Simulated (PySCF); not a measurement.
# C₅H₅FS: excited-state relaxation

Computed with PySCF 2.14.0 and routines of our own; the level stands in each step. Atoms count from 0.

## (1) The system as given

12 atoms, charge 0, multiplicity 1; geometry from: GFN2-xTB.

## (2) Optimising the geometry at BHandHLYP/cc-pVDZ

Job settings and geometry (Å):

```
{"job": {"xc": "BHandHLYP", "basis": "cc-pVDZ", "grid": 1, "kind": "geom"}, "charge": 0, "multiplicity": 1}
C     -2.473017    -0.154050     0.043104
C     -1.277775    -0.033611    -0.536534
C     -0.038140    -0.018646     0.193210
F     -0.148013    -0.135148     1.529092
C      1.196401     0.102077    -0.355794
C      2.399404     0.113394     0.389702
S      3.873988     0.259131    -0.300252
H     -3.381392    -0.161395    -0.532504
H     -2.571321    -0.248458     1.111912
H     -1.179448     0.060591    -1.607950
H      1.272274     0.194953    -1.428864
H      2.328237     0.020475     1.468852
```

The run is started by

```
OMP_NUM_THREADS=1 python excited_run.py task.json out
```

One launch serves the whole session: the jobs run in the order shown.

**Question.** How long does this first job take on 1 thread of Arm Neoverse N1, shared host, and how much memory does it need?

About 69 s, with a peak of 0.53 GiB.
